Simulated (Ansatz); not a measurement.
# ClFH2OSi: two geometries relaxed

Are the two ends of the reaction (1,2-elimination) separate minima, and which lies lower? Each is relaxed from a guess. Meant to form: H4–F2; to break: Si1–F2, H4–O3. The start is a guess near the saddle point, from which both ends are pulled out.

All numbers below are computed with Ansatz 0.2.0 (RKS BLYP/cc-pVDZ).

## (1) Starting point

Bond lengths: Si1–F2 2.001 Å, Si1–O3 1.560 Å, Si1–H5 1.438 Å, Si1–Cl6 1.984 Å. Angles: F2–Si1–O3 77.4°, F2–Si1–H5 98.3°, F2–Si1–Cl6 112.4°, O3–Si1–H5 124.7°, O3–Si1–Cl6 120.1°, H5–Si1–Cl6 112.5°.

Structure file:

```xyz
6

Si   -0.2248   -0.2331    0.4081
F     0.1945    1.1748   -0.9508
O     0.3537   -1.0651   -0.7775
H     0.4670    0.0695   -1.3495
H    -1.6191    0.0663    0.5954
Cl    0.8288   -0.0124    2.0743
```

## (2) A restrained relaxation towards end A

Springs on the bonds that form and break draw the guess towards this end; the thresholds are loose.

input.yaml

```yaml
crystal:
  periodic: [false, false, false]
  atoms:
    - { symbol: Si, position_ang: [-0.2248, -0.2331, 0.4081] }
    - { symbol: F, position_ang: [0.1945, 1.1748, -0.9508] }
    - { symbol: O, position_ang: [0.3537, -1.0651, -0.7775] }
    - { symbol: H, position_ang: [0.467, 0.0695, -1.3495] }
    - { symbol: H, position_ang: [-1.6191, 0.0663, 0.5954] }
    - { symbol: Cl, position_ang: [0.8288, -0.0124, 2.0743] }
basis:
  gaussian: { orbitals: cc-pVDZ }
hamiltonian:
  xc: blyp
relax:
  f_tol: 0.15
  max_steps: 25
  restrain:
    - { distance: [3, 1], at: 2.18, k: 30.0 }
    - { distance: [0, 1], at: 1.68, k: 30.0 }
    - { distance: [3, 2], at: 0.97, k: 30.0 }
output:
  orbitals: {}
```

Command:

```sh
$ ansatz run input.yaml --threads 2 --pin off --max-ram 3072MiB --backend cpu --events-out ev --progress --plain --runs-dir out
```

Output (excerpt; [...] marks lines left out):

```text
Warning: RAYON_NUM_THREADS=2 ignored (pool sized by the plan → 2); use --threads N
[...]
Functional definition: BLYP
[...]
889 factors; their error is unknown
[...]
mean field -25197.59274445 eV, -925.9944538167 hartree, gradient 3.1e-5 eV, S^2 0.000000; 0 other end points of the search recorded, 0 dependent functions left out
[...]
reference -25197.59302120 eV, -925.9944639870 hartree; 25, 25 occupied and 49, 49 virtual orbitals, 889 factors
relax step   1: F+E_penalty+E_count = -25197.59274445 eV  Δ(F+E_penalty+E_count) = +0.000e0 eV  max|allowed force component| = 2.505e0 eV/Å  E_restraint = 17.17304041 eV  max|allowed force component, restraints' pulls added| = 3.609e1 eV/Å  Δτ_max = 0.0000 Å  (26 SCF iters, accepted)
[...]
relax step   6: F+E_penalty+E_count = -25199.81059752 eV  Δ(F+E_penalty+E_count) = -1.873e-2 eV  max|allowed force component| = 4.503e-1 eV/Å  E_restraint = 0.00755213 eV  max|allowed force component, restraints' pulls added| = 1.630e-1 eV/Å  Δτ_max = 0.0437 Å  (24 SCF iters, accepted)
[...]
relax step   7: F+E_penalty+E_count = -25199.81562258 eV  Δ(F+E_penalty+E_count) = -5.025e-3 eV  max|allowed force component| = 4.485e-1 eV/Å  E_restraint = 0.00902706 eV  max|allowed force component, restraints' pulls added| = 5.687e-2 eV/Å  Δτ_max = 0.0457 Å  (25 SCF iters, accepted)
  distance H 3 - F 1 = 2.1999 Å
  distance Si 0 - F 1 = 1.6698 Å
  distance H 3 - O 2 = 0.9802 Å
889 factors; their error is unknown
[...]
mean field -25199.81562258 eV, -926.0761430815 hartree, gradient 6.7e-5 eV, S^2 0.000000; 1 other end points of the search recorded, 0 dependent functions left out
[...]
reference -25199.81590598 eV, -926.0761534962 hartree; 25, 25 occupied and 49, 49 virtual orbitals, 889 factors
Total energy: -25199.81590598 eV, -926.0761534962 hartree
Atom 0 at    -0.231910     0.059914     0.284513 Å, force     0.018645     0.267828    -0.213746 eV/Å
Atom 1 at     0.097725     1.454461    -0.572726 Å, force    -0.177932     0.265234     0.434036 eV/Å
Atom 2 at     0.308240    -1.060254    -0.846571 Å, force    -0.117792    -0.198715     0.195143 eV/Å
Atom 3 at     0.641592    -0.447469    -1.535143 Å, force     0.246882    -0.325016    -0.448460 eV/Å
Atom 4 at    -1.679710    -0.022345     0.612715 Å, force     0.003888    -0.027950     0.003345 eV/Å
Atom 5 at     0.864163     0.015693     2.057213 Å, force     0.026310     0.018619     0.029681 eV/Å
Dipole moment:    -0.148612     0.008964    -0.129180 e Å
```

Wall time 8.1 s (2 threads of Arm Neoverse V2, shared host); peak memory 0.14 GiB.

The steps of the relaxation:

| step | energy from step 1 (eV) | largest force component (eV/Å) |
| --- | --- | --- |
| 1 | 0.0000 | 2.5047 |
| 2 | -0.8567 | 3.8644 |
| 3 | -1.7347 | 2.9467 |
| 4 | -2.2045 | 0.6845 |
| 5 | -2.1991 | 0.5741 |
| 6 | -2.2179 | 0.4503 |
| 7 | -2.2229 | 0.4485 |

Step 1 is the start. Energies and forces in the table leave out the springs, which the log lists apart; the run stops on the force with the springs' pull added.

After: Bond lengths: Si1–F2 1.670 Å, Si1–O3 1.681 Å, O3–H4 0.980 Å, Si1–H5 1.487 Å, Si1–Cl6 2.085 Å. Angles: F2–Si1–O3 98.5°, F2–Si1–H5 110.6°, F2–Si1–Cl6 110.5°, O3–Si1–H5 115.1°, O3–Si1–Cl6 112.9°, H5–Si1–Cl6 108.9°, Si1–O3–H4 99.5°.

Pairs that crossed the distance rule for bonds on the way: came closer O3–H4.

## (3) Relaxing end A

It starts where the restrained run ended.

input.yaml

```yaml
crystal:
  periodic: [false, false, false]
  atoms:
    - { symbol: Si, position_ang: [-0.23191, 0.059914, 0.284513] }
    - { symbol: F, position_ang: [0.097725, 1.454461, -0.572726] }
    - { symbol: O, position_ang: [0.30824, -1.060254, -0.846571] }
    - { symbol: H, position_ang: [0.641592, -0.447469, -1.535143] }
    - { symbol: H, position_ang: [-1.67971, -0.022345, 0.612715] }
    - { symbol: Cl, position_ang: [0.864163, 0.015693, 2.057213] }
basis:
  gaussian: { orbitals: cc-pVDZ }
hamiltonian:
  xc: blyp
relax:
  f_tol: 0.03
  max_steps: 50
output:
  orbitals: {}
```

Command:

```sh
$ ansatz run input.yaml --threads 2 --pin off --max-ram 3072MiB --backend cpu --events-out ev --progress --plain --runs-dir out
```

Output (excerpt; [...] marks lines left out):

```text
Warning: RAYON_NUM_THREADS=2 ignored (pool sized by the plan → 2); use --threads N
[...]
[... 1 set-up line as earlier in the session ...]
[...]
889 factors; their error is unknown
[...]
mean field -25199.81564125 eV, -926.0761437674 hartree, gradient 1.4e-5 eV, S^2 0.000000; 0 other end points of the search recorded, 0 dependent functions left out
[...]
reference -25199.81591800 eV, -926.0761539379 hartree; 25, 25 occupied and 49, 49 virtual orbitals, 889 factors
relax step   1: F+E_penalty+E_count = -25199.81564125 eV  Δ(F+E_penalty+E_count) = +0.000e0 eV  max|allowed force component| = 4.487e-1 eV/Å  Δτ_max = 0.0000 Å  (26 SCF iters, accepted)
[...]
relax step   5: F+E_penalty+E_count = -25199.98084464 eV  Δ(F+E_penalty+E_count) = -3.565e-2 eV  max|allowed force component| = 3.518e-1 eV/Å  Δτ_max = 0.0988 Å  (28 SCF iters, accepted)
[...]
889 factors; their error is unknown
mean field -25200.03461781 eV, -926.0841910077 hartree, gradient 1.1e-5 eV, S^2 0.000000; 1 other end points of the search recorded, 0 dependent functions left out
[...]
reference -25200.03489497 eV, -926.0842011930 hartree; 25, 25 occupied and 49, 49 virtual orbitals, 889 factors
Total energy: -25200.03489497 eV, -926.0842011930 hartree
Atom 0 at    -0.287712     0.181982     0.202326 Å, force     0.003884    -0.002973    -0.002183 eV/Å
Atom 1 at    -0.116625     1.745606    -0.309666 Å, force    -0.000885    -0.000710    -0.000140 eV/Å
Atom 2 at     0.069016    -0.897987    -1.027052 Å, force    -0.007857     0.003707     0.004713 eV/Å
Atom 3 at     1.007390    -0.933008    -1.302002 Å, force     0.005452    -0.000198    -0.001277 eV/Å
Atom 4 at    -1.693764    -0.060726     0.606984 Å, force     0.000778     0.000015    -0.000533 eV/Å
Atom 5 at     1.021795    -0.035868     1.829412 Å, force    -0.001373     0.000160    -0.000582 eV/Å
Dipole moment:     0.074075    -0.185392    -0.142099 e Å
```

Run time: 17 s. Hardware: 2 threads of Arm Neoverse V2, shared host; peak memory 0.14 GiB.

The steps of the relaxation:

| step | energy from step 1 (eV) | largest force component (eV/Å) |
| --- | --- | --- |
| 1 | 0.0000 | 0.4487 |
| 2 | -0.0753 | 0.4158 |
| 3 | -0.1296 | 0.8793 |
| 4x | -0.0113 | 2.2007 |
| 5 | -0.1652 | 0.3518 |
| 6 | -0.1853 | 0.2093 |
| 7x | -0.1772 | 1.3470 |
| 8 | -0.1970 | 0.2043 |
| 9 | -0.2081 | 0.0903 |
| 10x | -0.2050 | 0.9584 |
| 11 | -0.2138 | 0.0527 |
| 12 | -0.2174 | 0.0452 |
| 13 | -0.2175 | 0.1098 |
| 14 | -0.2187 | 0.1148 |
| 15 | -0.2189 | 0.0322 |
| 16 | -0.2190 | 0.0079 |

Step 1 is the start. 3 steps were tried and not accepted (marked x).

After: Bond lengths: Si1–F2 1.654 Å, Si1–O3 1.675 Å, O3–H4 0.978 Å, Si1–H5 1.483 Å, Si1–Cl6 2.100 Å. Angles: F2–Si1–O3 111.1°, F2–Si1–H5 109.7°, F2–Si1–Cl6 105.9°, O3–Si1–H5 107.3°, O3–Si1–Cl6 111.7°, H5–Si1–Cl6 111.3°, Si1–O3–H4 115.7°.

## (4) A restrained relaxation towards end B

Springs on the bonds that form and break draw the guess towards this end; the thresholds are loose.

input.yaml

```yaml
crystal:
  periodic: [false, false, false]
  atoms:
    - { symbol: Si, position_ang: [-0.2248, -0.2331, 0.4081] }
    - { symbol: F, position_ang: [0.1945, 1.1748, -0.9508] }
    - { symbol: O, position_ang: [0.3537, -1.0651, -0.7775] }
    - { symbol: H, position_ang: [0.467, 0.0695, -1.3495] }
    - { symbol: H, position_ang: [-1.6191, 0.0663, 0.5954] }
    - { symbol: Cl, position_ang: [0.8288, -0.0124, 2.0743] }
basis:
  gaussian: { orbitals: cc-pVDZ }
hamiltonian:
  xc: blyp
relax:
  f_tol: 0.15
  max_steps: 25
  restrain:
    - { distance: [3, 1], at: 0.88, k: 30.0 }
    - { distance: [0, 1], at: 2.98, k: 30.0 }
    - { distance: [3, 2], at: 2.27, k: 30.0 }
```

Command:

```sh
$ ansatz run input.yaml --threads 2 --pin off --max-ram 3072MiB --backend cpu --events-out ev --progress --plain --runs-dir out
```

Output (excerpt; [...] marks lines left out):

```text
Warning: RAYON_NUM_THREADS=2 ignored (pool sized by the plan → 2); use --threads N
[...]
[... 1 set-up line as earlier in the session ...]
[...]
889 factors; their error is unknown
[...]
mean field -25197.59274445 eV, -925.9944538167 hartree, gradient 3.1e-5 eV, S^2 0.000000; 0 other end points of the search recorded, 0 dependent functions left out
[...]
reference -25197.59302120 eV, -925.9944639870 hartree; 25, 25 occupied and 49, 49 virtual orbitals, 889 factors
relax step   1: F+E_penalty+E_count = -25197.59274445 eV  Δ(F+E_penalty+E_count) = +0.000e0 eV  max|allowed force component| = 2.505e0 eV/Å  E_restraint = 30.79856993 eV  max|allowed force component, restraints' pulls added| = 3.433e1 eV/Å  Δτ_max = 0.0000 Å  (26 SCF iters, accepted)
[...]
  distance H 3 - F 1 = 0.9232 Å
  distance Si 0 - F 1 = 2.9707 Å
  distance H 3 - O 2 = 2.2653 Å
889 factors; their error is unknown
mean field -25197.27180558 eV, -925.9826595309 hartree, gradient 8.6e-6 eV, S^2 0.000000; 1 other end points of the search recorded, 0 dependent functions left out
[...]
reference -25197.27208493 eV, -925.9826697966 hartree; 25, 25 occupied and 49, 49 virtual orbitals, 889 factors
Total energy: -25197.27208493 eV, -925.9826697966 hartree
Atom 0 at    -0.302275    -0.548091     0.625260 Å, force     0.034524     0.133454    -0.227500 eV/Å
Atom 1 at     0.406552     1.449641    -1.455961 Å, force    -0.298999     1.080464     0.569640 eV/Å
Atom 2 at     0.243020    -1.358559    -0.600379 Å, force     0.037470     0.146186    -0.048520 eV/Å
Atom 3 at     0.564745     0.581025    -1.725672 Å, force     0.216785    -1.382238    -0.317969 eV/Å
Atom 4 at    -1.704184    -0.077497     0.834123 Å, force    -0.001403     0.019675     0.016879 eV/Å
Atom 5 at     0.792242    -0.046519     2.322628 Å, force     0.011623     0.002460     0.007470 eV/Å
Dipole moment:    -0.285862     0.027940     0.272657 e Å
```

It took 8.8 s on 2 threads of Arm Neoverse V2, shared host; peak memory 0.17 GiB.

Step by step:

| step | energy from step 1 (eV) | largest force component (eV/Å) |
| --- | --- | --- |
| 1 | 0.0000 | 2.5047 |
| 2 | 0.2984 | 2.1311 |
| 3 | 0.3340 | 2.5971 |
| 4 | 0.4387 | 2.4899 |
| 5 | 0.3997 | 1.4793 |
| 6x | 0.3313 | 1.1394 |
| 7 | 0.3334 | 1.2755 |
| 8 | 0.3209 | 1.3822 |

Step 1 is the start. 1 step was tried and not accepted (marked x). Energies and forces in the table leave out the springs, which the log lists apart; the run stops on the force with the springs' pull added.

After: Bond lengths: Si1–O3 1.567 Å, F2–H4 0.923 Å, Si1–H5 1.493 Å, Si1–Cl6 2.081 Å. Angles: O3–Si1–H5 126.8°, O3–Si1–Cl6 125.4°, H5–Si1–Cl6 107.7°.

Pairs that crossed the distance rule for bonds on the way: came closer F2–H4; moved apart Si1–F2.

## (5) Relaxing end B

It starts where the restrained run ended.

input.yaml

```yaml
crystal:
  periodic: [false, false, false]
  atoms:
    - { symbol: Si, position_ang: [-0.302275, -0.548091, 0.62526] }
    - { symbol: F, position_ang: [0.406552, 1.449641, -1.455961] }
    - { symbol: O, position_ang: [0.24302, -1.358559, -0.600379] }
    - { symbol: H, position_ang: [0.564745, 0.581025, -1.725672] }
    - { symbol: H, position_ang: [-1.704184, -0.077497, 0.834123] }
    - { symbol: Cl, position_ang: [0.792242, -0.046519, 2.322628] }
basis:
  gaussian: { orbitals: cc-pVDZ }
hamiltonian:
  xc: blyp
relax:
  f_tol: 0.03
  max_steps: 50
output:
  orbitals: {}
```

Command:

```sh
$ ansatz run input.yaml --threads 2 --pin off --max-ram 3072MiB --backend cpu --events-out ev --progress --plain --runs-dir out
```

Output (excerpt; [...] marks lines left out):

```text
Warning: RAYON_NUM_THREADS=2 ignored (pool sized by the plan → 2); use --threads N
[...]
[... 1 set-up line as earlier in the session ...]
[...]
889 factors; their error is unknown
[...]
mean field -25197.27184125 eV, -925.9826608416 hartree, gradient 8.2e-5 eV, S^2 0.000000; 0 other end points of the search recorded, 0 dependent functions left out
[...]
reference -25197.27212540 eV, -925.9826712840 hartree; 25, 25 occupied and 49, 49 virtual orbitals, 889 factors
relax step   1: F+E_penalty+E_count = -25197.27184125 eV  Δ(F+E_penalty+E_count) = +0.000e0 eV  max|allowed force component| = 1.382e0 eV/Å  Δτ_max = 0.0000 Å  (27 SCF iters, accepted)
[...]
relax step   4: F+E_penalty+E_count = -25197.55174785 eV  Δ(F+E_penalty+E_count) = -6.995e-2 eV  max|allowed force component| = 6.844e-1 eV/Å  Δτ_max = 0.1935 Å  (34 SCF iters, accepted)
[...]
relax step   7: F+E_penalty+E_count = -25198.17759182 eV  Δ(F+E_penalty+E_count) = -4.144e-1 eV  max|allowed force component| = 2.611e0 eV/Å  Δτ_max = 0.1076 Å  (34 SCF iters, accepted)
[...]
relax step  10: F+E_penalty+E_count = -25199.68617014 eV  Δ(F+E_penalty+E_count) = -4.255e-1 eV  max|allowed force component| = 1.039e0 eV/Å  Δτ_max = 0.1350 Å  (27 SCF iters, accepted)
[...]
relax step  13: F+E_penalty+E_count = -25199.95471975 eV  Δ(F+E_penalty+E_count) = +1.023e-3 eV  max|allowed force component| = 8.248e-1 eV/Å  Δτ_max = 0.1611 Å  (29 SCF iters, rejected (line search))
[...]
relax step  14: F+E_penalty+E_count = -25199.98632907 eV  Δ(F+E_penalty+E_count) = -3.059e-2 eV  max|allowed force component| = 3.649e-1 eV/Å  Δτ_max = 0.0779 Å  (29 SCF iters, accepted)
[...]
889 factors; their error is unknown
```

## (6) The log goes on: end point B relaxed

Output, continued (excerpt; [...] marks lines left out):

```text
mean field -25200.00527103 eV, -926.0831125332 hartree, gradient 1.2e-5 eV, S^2 0.000000; 0 other end points of the search recorded, 0 dependent functions left out
[...]
reference -25200.00555203 eV, -926.0831228599 hartree; 25, 25 occupied and 49, 49 virtual orbitals, 889 factors
relax step  15: F+E_penalty+E_count = -25200.00527103 eV  Δ(F+E_penalty+E_count) = -1.894e-2 eV  max|allowed force component| = 1.859e-1 eV/Å  Δτ_max = 0.1000 Å  (28 SCF iters, accepted)
[...]
relax step  17: F+E_penalty+E_count = -25199.83849754 eV  Δ(F+E_penalty+E_count) = +1.800e-1 eV  max|allowed force component| = 3.255e0 eV/Å  Δτ_max = 0.1906 Å  (30 SCF iters, rejected (line search))
[...]
relax step  19: F+E_penalty+E_count = -25200.03295800 eV  Δ(F+E_penalty+E_count) = -2.389e-3 eV  max|allowed force component| = 8.066e-2 eV/Å  Δτ_max = 0.0400 Å  (26 SCF iters, accepted)
[...]
889 factors; their error is unknown
mean field -25200.03458762 eV, -926.0841898981 hartree, gradient 1.9e-5 eV, S^2 0.000000; 1 other end points of the search recorded, 0 dependent functions left out
[...]
reference -25200.03486799 eV, -926.0842002015 hartree; 25, 25 occupied and 49, 49 virtual orbitals, 889 factors
Total energy: -25200.03486799 eV, -926.0842002015 hartree
Atom 0 at    -0.287819     0.177641     0.205871 Å, force     0.003963    -0.001358     0.000025 eV/Å
Atom 1 at    -0.143926     1.744025    -0.306200 Å, force    -0.001205    -0.002234    -0.000274 eV/Å
Atom 2 at     0.069914    -0.896210    -1.028501 Å, force     0.001984     0.002704     0.000203 eV/Å
Atom 3 at     1.005309    -0.916982    -1.315583 Å, force    -0.004665     0.000623     0.002775 eV/Å
Atom 4 at    -1.685752    -0.084961     0.626082 Å, force     0.001293     0.000287    -0.001322 eV/Å
Atom 5 at     1.042374    -0.023512     1.818330 Å, force    -0.001370    -0.000021    -0.001406 eV/Å
Dipole moment:     0.074986    -0.183960    -0.143929 e Å
```

It took 24 s on 2 threads of Arm Neoverse V2, shared host; peak memory 0.15 GiB.

Relaxation path:

| step | energy from step 1 (eV) | largest force component (eV/Å) |
| --- | --- | --- |
| 1 | 0.0000 | 1.3823 |
| 2 | -0.1103 | 0.5238 |
| 3 | -0.2100 | 0.4389 |
| 4 | -0.2799 | 0.6844 |
| 5 | -0.3089 | 0.3657 |
| 6 | -0.4914 | 2.0532 |
| 7 | -0.9058 | 2.6106 |
| 8 | -1.5736 | 2.5395 |
| 9 | -1.9889 | 3.6058 |
| 10 | -2.4143 | 1.0393 |
| 11 | -2.6341 | 0.5846 |
| 12 | -2.6839 | 0.6302 |
| 13x | -2.6829 | 0.8248 |
| 14 | -2.7145 | 0.3649 |
| 15 | -2.7334 | 0.1859 |
| 16 | -2.7466 | 0.1903 |
| 17x | -2.5667 | 3.2549 |
| 18 | -2.7587 | 0.1269 |
| 19 | -2.7611 | 0.0807 |
| 20 | -2.7614 | 0.0808 |
| 21 | -2.7625 | 0.0757 |
| 22 | -2.7626 | 0.0531 |
| 23 | -2.7627 | 0.0047 |

Step 1 is the start. 2 steps were tried and not accepted (marked x).

After: Bond lengths: Si1–F2 1.654 Å, Si1–O3 1.675 Å, O3–H4 0.979 Å, Si1–H5 1.483 Å, Si1–Cl6 2.100 Å. Angles: F2–Si1–O3 111.1°, F2–Si1–H5 109.7°, F2–Si1–Cl6 105.9°, O3–Si1–H5 107.3°, O3–Si1–Cl6 111.7°, H5–Si1–Cl6 111.3°, Si1–O3–H4 115.7°.

Pairs that crossed the distance rule for bonds on the way: came closer Si1–F2, O3–H4; moved apart F2–H4.

## (7) Summary of results

| quantity | value |
| --- | --- |
| end A | 12 moves, 0.219 eV lower |
| end B | 20 moves, 2.763 eV lower |
| largest difference between the ends | 0.00 Å |
| end B relative to end A | +0.000 eV |

Both starts fell into the same minimum (no atom differs by more than 0.00 Å), so from this start no second minimum was found and no band was run; another arrangement could still be one.
